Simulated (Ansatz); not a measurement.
# H5NOSiSn: a ladder of functionals and wavefunction methods

The task here is to estimate one member of a computed series from the others.

Computed with Ansatz 0.2.0, Gaussian basis. Level: functionals in def2-TZVPP, the program's frozen cores in correlated methods.

The runs, in order: PBE-D4, r2SCAN-D4, PBE0-D4, B3LYP-D4, ωB97X-V, ωB97M-V, B2PLYP; CCSD(T)/def2-TZVPP; MP2/def2-QZVPP; extrapolation to the limit.

## The geometry

The geometry comes from an earlier relaxation with PBE0-D4 in a triple-zeta def2 set; it is a stationary point, not always the lowest conformer. Sn takes the def2 core potential; no spin-orbit term is included.

SMILES `N[SiH]1[O][SnH2]1`, 9 atoms, charge 0, spin multiplicity 1.

Atoms are counted from 1 here; the program's logs count them from 0.

Bond lengths: N1–Si2 1.685 Å, N1–H5 1.006 Å, N1–H6 1.006 Å, Si2–O3 1.598 Å, Si2–Sn4 2.510 Å, Si2–H7 1.482 Å, O3–Sn4 2.163 Å, Sn4–H8 1.720 Å, Sn4–H9 1.721 Å. Angles: Si2–N1–H5 123.0°, Si2–N1–H6 122.3°, H5–N1–H6 113.2°, N1–Si2–O3 119.0°, N1–Si2–Sn4 126.2°, N1–Si2–H7 106.8°, O3–Si2–Sn4 58.6°, O3–Si2–H7 122.3°, Sn4–Si2–H7 117.9°, Si2–O3–Sn4 82.3°, Si2–Sn4–O3 39.1°, Si2–Sn4–H8 123.8°, Si2–Sn4–H9 120.9°, O3–Sn4–H8 104.1°, O3–Sn4–H9 102.5°, H8–Sn4–H9 104.7°.

Set-up of the first run:

The input, in.yaml:

```yaml
crystal:
  periodic: [false, false, false]
  atoms:
    - {symbol: N, position_ang: [-0.788615, 1.738380, 0.246547]}
    - {symbol: Si, position_ang: [-0.716410, 0.055512, 0.285804]}
    - {symbol: O, position_ang: [0.421803, -0.650030, 1.157530]}
    - {symbol: Sn, position_ang: [1.045453, -1.378566, -0.780717]}
    - {symbol: H, position_ang: [0.029206, 2.323130, 0.290960]}
    - {symbol: H, position_ang: [-1.615589, 2.233813, -0.041859]}
    - {symbol: H, position_ang: [-2.115115, -0.433586, 0.265094]}
    - {symbol: H, position_ang: [1.146189, -3.083181, -0.573704]}
    - {symbol: H, position_ang: [2.681579, -0.851872, -0.866756]}
basis:
  gaussian: {orbitals: def2-TZVPP}
hamiltonian: {xc: pbe, dispersion: d4}
output: {forces: true, orbitals: {seedname: orbitals}}
```

Started as:

```sh
> ansatz run in.yaml --threads 4 --pin off --events-out ev --progress --plain --max-ram 10444MiB
```

Steps of the session up to this table: PBE-D4 (GGA); r2SCAN-D4 (meta-GGA); PBE0-D4 (hybrid); B3LYP-D4 (hybrid); ωB97X-V (range-separated); ωB97M-V (range-separated); B2PLYP (double hybrid); CCSD(T) in def2-TZVPP; MP2 in def2-QZVPP.

One table of the session follows, with a row left open; its other results are not shown here.

It belongs to the step «Atomisation energies». 

| method | atomisation energy (kJ/mol) |
| --- | --- |
| PBE-D4 | 2852.7 |
| r2SCAN-D4 | 2817.1 |
| PBE0-D4 | 2778.3 |
| B3LYP-D4 | 2810.9 |
| ωB97X-V | 2836.4 |
| ωB97M-V | 2820.0 |
| B2PLYP | 2775.0 |
| HF/def2-TZVPP | ? |
| MP2/def2-TZVPP | 2757.9 |
| CCSD/def2-TZVPP | 2673.9 |
| CCSD(T)/def2-TZVPP | 2730.4 |
| MP2/CBS | 2866.7 |
| CCSD(T)/CBS | 2839.2 |

**Question.** Estimate the row for HF/def2-TZVPP.

The run gave: atomisation energy (kJ/mol): 1852.8. In the column «atomisation energy (kJ/mol)» it is the lowest.

Caveats from the session: Free atoms (1 N, 1 Si, 1 O, 1 Sn, 5 H) were run apart at each level; the atomisation energy is their sum less the molecule, without zero-point or spin-orbit terms.
